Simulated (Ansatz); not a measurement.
# Te2Mo: an axial (c/a) deformation path

The task, for Te2Mo: look for other minima along an axial (c/a) path.

Program: Ansatz 0.2.0. Level of theory: DFT LDA, scalar-relativistic, plane waves, PAW. These are calculated values, not measurements.

### 1 Starting point

The structure is hexagonal, space group P-6m2 (No. 187). Conventional cell: a = 3.560 Å, b = 3.560 Å, c = 17.524 Å, α = 90.00°, β = 90.00°, γ = 120.00°. Te (site symmetry 3m) has 3 Mo at 2.73 Å as nearest neighbours. Mo (site symmetry -6m2) has 6 Te at 2.73 Å as nearest neighbours.

As a file:

```cif
data_structure
_symmetry_space_group_name_H-M 'P 1'
_symmetry_Int_Tables_number 1
_cell_length_a 3.5602
_cell_length_b 3.5602
_cell_length_c 17.5241
_cell_angle_alpha 90.000
_cell_angle_beta 90.000
_cell_angle_gamma 120.000
_cell_volume 192.36
loop_
_atom_site_label
_atom_site_type_symbol
_atom_site_fract_x
_atom_site_fract_y
_atom_site_fract_z
_atom_site_occupancy
Te1 Te 0.33333 0.66667 0.89786 1
Te2 Te 0.33333 0.66667 0.10214 1
Mo1 Mo 0.00000 0.00000 0.00000 1
```

It goes back to an entry of the Materials Project, which need not be the stable form.

No relaxation comes first: the listed cell is the starting point.

### 2 Setting up an axial (c/a) deformation path

At fixed volume and fractional coordinates, lengths along (0.000, 0.000, 1.000) are scaled against those across it; ρ is that ratio over its starting value.

### 3 At ρ = 0.850

input.yaml reads:

```yaml
crystal:
  lattice:
    - [3.7584209775, 0.0, 0.0]
    - [-1.8792104888, 3.2548880447, 0.0]
    - [0.0, 0.0, 15.7246369743]
  atoms:
    - { symbol: Te, position: [0.3333333333, 0.6666666667, 0.89785545] }
    - { symbol: Te, position: [0.3333333333, 0.6666666667, 0.10214455] }
    - { symbol: Mo, position: [0.0, 0.0, 0.0] }
basis:
  ecutwfc: 300.0
kpoints:
  mp_grid: { grid: [6, 6, 1] }
hamiltonian:
  xc: lda
scf:
  occupations: { method: gaussian, width: 0.05 }
output:
  forces: true
  stress: true
  eigenvalues: true
```

Run with:

```bash
> ansatz run input.yaml --threads 1 --pin off --max-ram 2560MiB --backend cpu --events-out ev --progress --plain --runs-dir out
```

### 4 At ρ = 1.200

input.yaml, as its differences from that of step 3:

```diff
@@ -2,5 +2,5 @@
   lattice:
-    - [3.7584209775, 0.0, 0.0]
-    - [-1.8792104888, 3.2548880447, 0.0]
-    - [0.0, 0.0, 15.7246369743]
+    - [3.3503073492, 0.0, 0.0]
+    - [-1.6751536746, 2.9014512749, 0.0]
+    - [0.0, 0.0, 19.788923737]
   atoms:
```

### 5 ρ = 0.920

input.yaml, as its differences from that of step 4:

```diff
@@ -2,5 +2,5 @@
   lattice:
-    - [3.3503073492, 0.0, 0.0]
-    - [-1.6751536746, 2.9014512749, 0.0]
-    - [0.0, 0.0, 19.788923737]
+    - [3.6605734284, 0.0, 0.0]
+    - [-1.8302867142, 3.1701495814, 0.0]
+    - [0.0, 0.0, 16.5765149257]
   atoms:
```

### 6 At ρ = 1.100

input.yaml, as its differences from that of step 5:

```diff
@@ -2,5 +2,5 @@
   lattice:
-    - [3.6605734284, 0.0, 0.0]
-    - [-1.8302867142, 3.1701495814, 0.0]
-    - [0.0, 0.0, 16.5765149257]
+    - [3.4489018636, 0.0, 0.0]
+    - [-1.7244509318, 2.9868366291, 0.0]
+    - [0.0, 0.0, 18.6736752102]
   atoms:
```

### 7 ρ = 0.960

input.yaml, as its differences from that of step 6:

```diff
@@ -2,5 +2,5 @@
   lattice:
-    - [3.4489018636, 0.0, 0.0]
-    - [-1.7244509318, 2.9868366291, 0.0]
-    - [0.0, 0.0, 18.6736752102]
+    - [3.6090091877, 0.0, 0.0]
+    - [-1.8045045938, 3.125493639, 0.0]
+    - [0.0, 0.0, 17.0535775109]
   atoms:
```

### 8 ρ = 1.050

input.yaml, as its differences from that of step 7:

```diff
@@ -2,5 +2,5 @@
   lattice:
-    - [3.6090091877, 0.0, 0.0]
-    - [-1.8045045938, 3.125493639, 0.0]
-    - [0.0, 0.0, 17.0535775109]
+    - [3.5027996609, 0.0, 0.0]
+    - [-1.7513998305, 3.0335134907, 0.0]
+    - [0.0, 0.0, 18.1034304065]
   atoms:
```

### 9 Point ρ = 0.800

input.yaml, as its differences from that of step 8:

```diff
@@ -2,5 +2,5 @@
   lattice:
-    - [3.5027996609, 0.0, 0.0]
-    - [-1.7513998305, 3.0335134907, 0.0]
-    - [0.0, 0.0, 18.1034304065]
+    - [3.8351445395, 0.0, 0.0]
+    - [-1.9175722698, 3.3213325984, 0.0]
+    - [0.0, 0.0, 15.101775231]
   atoms:
```

### 10 ρ = 1.300

input.yaml, as its differences from that of step 9:

```diff
@@ -2,5 +2,5 @@
   lattice:
-    - [3.8351445395, 0.0, 0.0]
-    - [-1.9175722698, 3.3213325984, 0.0]
-    - [0.0, 0.0, 15.101775231]
+    - [3.2621000826, 0.0, 0.0]
+    - [-1.6310500413, 2.8250615412, 0.0]
+    - [0.0, 0.0, 20.8735786348]
   atoms:
```

(Steps that only read results are left out.)

Before running it: what results should come out? Wanted: highest point.

The runs gave:

```
     quantity                        value
highest point  303.7 meV/atom at ρ = 1.300
```

**Reading.** The settings of these runs were drawn from a wide range and may not be converged. The undisturbed cell stays the lowest of the sampled points. No further minimum shows among the sampled points. The gap on the mesh, 1.04 eV at the start, reads zero at ρ = 0.800. Spin-orbit coupling is left out, which matters for the bands of Te. In some runs cutoff or mesh lie under the advised values, so their numbers carry a basis error. The cell holds empty space of several Å, a single layer or slab in vacuum, so volume, pressure and the long edge depend on that space.
